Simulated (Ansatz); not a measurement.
**C₃H₆BF₃O: one species, many methods**

The task here is to estimate one member of a computed series from the others.

Computed with Ansatz 0.2.0, Gaussian basis. Level: functionals in def2-TZVPP, the program's frozen cores in correlated methods.

The runs, in order: LDA (SPW92), PBE-D4, revPBE-D4, BLYP-D4, r2SCAN-D4, B97M-V, PBE0-D4, B3LYP-D4, r2SCANh-D4, r2SCAN0-D4, HSE06-D4, BHLYP-D4, CAM-B3LYP-D4, LC-ωPBE, ωB97X-V, ωB97M-V, B2PLYP, PBE-QIDH; CCSD(T)/def2-SVP; MP2/def2-TZVPP; MP2/def2-QZVPP; RPA on PBE.

## The relaxed structure

An earlier PBE0-D4 in a triple-zeta def2 set relaxation fixed the geometry.

SMILES `CC(C)=[O+][B-](F)(F)F`, 14 atoms, charge 0, spin multiplicity 1.

Atoms are counted from 1 here; the program's logs count them from 0.

Bond lengths: C1–C2 1.484 Å, C1–H9 1.091 Å, C1–H10 1.094 Å, C1–H11 1.088 Å, C2–C3 1.483 Å, C2–O4 1.231 Å, C3–H12 1.095 Å, C3–H13 1.087 Å, C3–H14 1.094 Å, O4–B5 1.664 Å, B5–F6 1.347 Å, B5–F7 1.365 Å, B5–F8 1.365 Å. Angles: C2–C1–H9 109.7°, C2–C1–H10 108.0°, C2–C1–H11 111.7°, H9–C1–H10 106.1°, H9–C1–H11 111.3°, H10–C1–H11 109.9°, C1–C2–C3 119.1°, C1–C2–O4 122.8°, C3–C2–O4 118.1°, C2–C3–H12 108.8°, C2–C3–H13 111.3°, C2–C3–H14 109.4°, H12–C3–H13 110.3°, H12–C3–H14 106.4°, H13–C3–H14 110.7°, C2–O4–B5 125.2°, O4–B5–F6 102.3°, O4–B5–F7 103.9° and more.

Set-up of the first run:

File in.yaml:

```yaml
crystal:
  periodic: [false, false, false]
  atoms:
    - {symbol: C, position_ang: [-0.467698, -1.111356, -0.559754]}
    - {symbol: C, position_ang: [0.381428, -0.197732, 0.244671]}
    - {symbol: C, position_ang: [1.551568, -0.752077, 0.968506]}
    - {symbol: O, position_ang: [0.163193, 1.010911, 0.334291]}
    - {symbol: B, position_ang: [-1.091335, 1.817253, -0.404494]}
    - {symbol: F, position_ang: [-0.860428, 3.095832, -0.049606]}
    - {symbol: F, position_ang: [-0.922665, 1.542465, -1.731122]}
    - {symbol: F, position_ang: [-2.209611, 1.255243, 0.140864]}
    - {symbol: H, position_ang: [-1.519974, -0.929029, -0.335483]}
    - {symbol: H, position_ang: [-0.334345, -0.855232, -1.615177]}
    - {symbol: H, position_ang: [-0.203737, -2.153859, -0.395251]}
    - {symbol: H, position_ang: [1.197906, -1.484473, 1.701113]}
    - {symbol: H, position_ang: [2.116883, 0.033421, 1.464205]}
    - {symbol: H, position_ang: [2.185914, -1.300466, 0.266038]}
basis:
  gaussian: {orbitals: def2-TZVPP}
hamiltonian: {xc: lda}
output: {orbitals: {seedname: orbitals}}
```

On the command line:

```bash
ansatz run in.yaml --threads 4 --pin off --events-out ev --progress --plain --max-ram 11315MiB
```

Steps of the session up to this table: LDA; PBE-D4 (GGA); revPBE-D4 (GGA); BLYP-D4 (GGA); r2SCAN-D4 (meta-GGA); B97M-V (meta-GGA); B3LYP-D4 (hybrid); r2SCANh-D4 (hybrid); r2SCAN0-D4 (hybrid); HSE06-D4 (hybrid); BHLYP-D4 (hybrid); CAM-B3LYP-D4 (range-separated); LC-ωPBE (range-separated); ωB97X-V (range-separated); ωB97M-V (range-separated); B2PLYP (double hybrid); PBE-QIDH (double hybrid).

One of the session's tables, all rows but one given; the rest of the session is left out.

It belongs to the step «Orbital energies across the functionals». 

```
  functional  HOMO (eV)  LUMO (eV)  gap (eV)
 LDA (SPW92)          ?          ?         ?
      PBE-D4      -7.89      -3.32      4.57
   revPBE-D4      -7.81      -3.23      4.58
     BLYP-D4      -7.82      -3.21      4.61
   r2SCAN-D4      -8.25      -3.10      5.16
      B97M-V      -8.43      -2.98      5.45
     PBE0-D4      -9.60      -2.23      7.37
    B3LYP-D4      -9.36      -2.50      6.86
  r2SCANh-D4      -8.89      -2.70      6.20
  r2SCAN0-D4      -9.85      -2.10      7.75
    HSE06-D4      -9.19      -2.62      6.57
    BHLYP-D4     -11.25      -1.00     10.25
CAM-B3LYP-D4     -11.10      -1.02     10.08
     LC-ωPBE     -12.39       0.21     12.60
     ωB97X-V     -12.07       0.15     12.22
     ωB97M-V     -12.00       0.07     12.07
```

**Question.** Estimate the row for LDA (SPW92).

**Answer.** HOMO (eV): -8.08; LUMO (eV): -3.55; gap (eV): 4.53. In the column «HOMO (eV)» it lies between r2SCAN-D4 (-8.25) and PBE-D4 (-7.89).
